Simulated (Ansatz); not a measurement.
# CH6NSb, SMILES [CH3][SbH][NH2]: a rigid scan of one bond length

Computed with the Python package of Ansatz (0.2.0).

Contents of `ch6nsb.xyz`:
```text
9

C    -0.83000    0.65820   -0.84970
Sb    0.90240   -0.52020   -0.77170
N     0.29760   -1.34380    1.04990
H    -1.68210    0.06920   -1.07610
H    -0.76740    1.44830   -1.68710
H    -1.02550    1.23830    0.10650
H     1.84090    0.76970    0.02300
H     0.18470   -0.53210    1.70760
H     1.16780   -1.83400    1.48060
```

Notebook, run cell by cell (the value of a cell's last expression is shown):

**Cell 1**
```python
import warnings

import ansatz as az
import numpy as np
```

**Cell 2**
```python
BASIS_SET = 'def2-SVP'
XC = 'R2SCAN0'
```

**Cell 3**
```python
warnings.simplefilter('ignore', az.DeckWarning)
```

**Cell 4**
```python
molecule = az.Crystal.molecule_from_extxyz('ch6nsb.xyz')
```

**Cell 5**
```python
symbols = [site.symbol for site in molecule.cartesian_sites]
start = np.array([site.position_ang for site in molecule.cartesian_sites])
axis = (start[4] - start[0]) / np.linalg.norm(start[4] - start[0])
moving = [4]
lengths, energies = [0.98, 1.06, 1.15, 1.27, 1.44, 1.73, 2.08, 2.54], []
for length in lengths:
    xyz = start.copy()
    xyz[moving] += (length - np.linalg.norm(start[4] - start[0])) * axis
    point = az.Crystal.molecule()
    for symbol, place in zip(symbols, xyz):
        point = point.atom(symbol, place.tolist())
    setup = point.calculation()
    setup = setup.basis(gaussian=BASIS_SET)
    setup = setup.functional(XC).spin('collinear')
    rep = setup.run(threads=1, backend='cpu').report
    energies.append(rep['free_energy_ev'])
    print(f'r = {length:6.3f} A  E = {energies[-1]:.5f} eV  <S^2> = {abs(rep["mean_field"]["state"]["spin_squared"]):.3f}')
```
Output:
```text
r =  0.980 A  E = -9159.17465 eV  <S^2> = 0.000
r =  1.060 A  E = -9159.44857 eV  <S^2> = 0.000
r =  1.150 A  E = -9159.43266 eV  <S^2> = 0.000
r =  1.270 A  E = -9159.10414 eV  <S^2> = 0.000
r =  1.440 A  E = -9158.36530 eV  <S^2> = 0.000
r =  1.730 A  E = -9156.96894 eV  <S^2> = 0.000
r =  2.080 A  E = -9155.68439 eV  <S^2> = 0.445
r =  2.540 A  E = -9155.03251 eV  <S^2> = 0.810
```

**Cell 6**
```python
print('energy above the lowest point (eV):', [round(e - min(energies), 3) for e in energies])
```
Output:
```text
energy above the lowest point (eV): [0.274, 0.0, 0.016, 0.344, 1.083, 2.48, 3.764, 4.416]
```

Notes:
- Total energies depend on the basis set; only differences at equal settings carry meaning.
- The rest of the molecule is held rigid at a force-field or estimated start geometry, and the basis set is modest; single-reference methods fail as a bond breaks.
- def2 sets replace the cores of elements past krypton by effective core potentials.
- The expectation value of S² is noticeably off S(S+1) in at least one run, so that state is spin-contaminated.
- The whole script took 3.5 min on 1 thread of AMD EPYC (Zen 3), with other jobs on the host, peak memory 0.35 GiB.

(Lines on the test bed's own set-up are left out of the output.)
